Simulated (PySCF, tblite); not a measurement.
**C₂H₈NO₂Si₂−: geometry, infrared bands and NMR shifts**

Wanted: the infrared bands and NMR shifts of C₂H₈NO₂Si₂− (`CC(=O)O[SiH2][N-][SiH3]`), by calculation.

Computed with tblite 0.8.0 and PySCF 2.14.0, with density-fitted response routines of our own, on a single molecule in the gas phase. Atoms are numbered from 0 throughout.

**1. The molecule as given**

15 atoms, charge -1, multiplicity 1; geometry from: force field or distance geometry start.

Bonds of the start (Å): C0–C1 1.48, C1–O2 1.24, C1–O3 1.36, O3–Si4 1.66, Si4–N5 1.75, N5–Si6 1.75, C0–H7 1.10, C0–H8 1.10, C0–H9 1.09, Si4–H10 1.49, Si4–H11 1.48, Si6–H12 1.48, Si6–H13 1.49, Si6–H14 1.48.

**2. Optimising the geometry with GFN2-xTB**

The job: settings as JSON, then the geometry in Å.

```
{"job": {"kind": "relax", "xc": "GFN2-xTB", "basis": "xTB"}, "charge": -1, "multiplicity": 1}
C     -3.234900     0.236100    -0.141300
C     -2.023900    -0.561400     0.176500
O     -2.061600    -1.713100     0.626500
O     -0.921300     0.182600    -0.089100
Si     0.636600    -0.332900     0.144400
N      1.647200     1.003400    -0.361100
Si     3.337100     0.586700    -0.175500
H     -3.264700     1.145300     0.481000
H     -4.131600    -0.358800     0.074600
H     -3.249500     0.497000    -1.197900
H      0.886500    -1.517500    -0.723500
H      0.850700    -0.640600     1.575200
H      4.154200     1.743700    -0.592500
H      3.671700     0.300200     1.246200
H      3.699100    -0.563000    -1.029500
```

Started as:

```sh
$ OMP_NUM_THREADS=1 python probes_run.py task.json out
```

One launch serves the whole session: the jobs run in the order shown.

**Question.** This job is followed by: GFN2-xTB harmonic vibrations, gas phase; GIAO PBE0/pcSseg-1 NMR shielding, non-relativistic, gas phase. Predict these results of the whole session: strongest single infrared mode (GFN2-xTB); zero-point energy (GFN2-xTB); 13C shifts against TMS (PBE0/pcSseg-1); 1H shifts against TMS (PBE0/pcSseg-1, means over atoms taken as alike); 17O shifts against H2O (PBE0/pcSseg-1); 29Si shifts against TMS (PBE0/pcSseg-1); 15N shifts against NH3 (PBE0/pcSseg-1).

The runs gave:

| quantity | value |
| --- | --- |
| strongest single infrared mode (GFN2-xTB) | 1269 cm⁻¹, 1257 km/mol |
| zero-point energy (GFN2-xTB) | 58.5 kcal/mol |
| 13C shifts against TMS (PBE0/pcSseg-1) | 172.7, 27.4 ppm |
| 1H shifts against TMS (PBE0/pcSseg-1, means over atoms taken as alike) | 5.61, 5.27, 1.73 ppm |
| 17O shifts against H2O (PBE0/pcSseg-1) | 445.6, 240.8 ppm |
| 29Si shifts against TMS (PBE0/pcSseg-1) | -51.1, -90.5 ppm |
| 15N shifts against NH3 (PBE0/pcSseg-1) | 44.2 ppm |

**Reading.** The optimisation took 62 steps and gained 0.661 eV; among the close pairs (by a distance rule), Si4–N5 changed most, from 1.750 to 1.658 Å. No mode is imaginary among the 39: a minimum at this level. The strongest single mode, at 1269 cm⁻¹, moves mainly N5. GFN2-xTB is a fitted tight-binding method: band positions and strengths are rough. Its intensities can rank the bands wrongly. At PBE0/pcSseg-1: The widest tensor belongs to O2: span 609 ppm, with a paramagnetic part of -513 ppm.
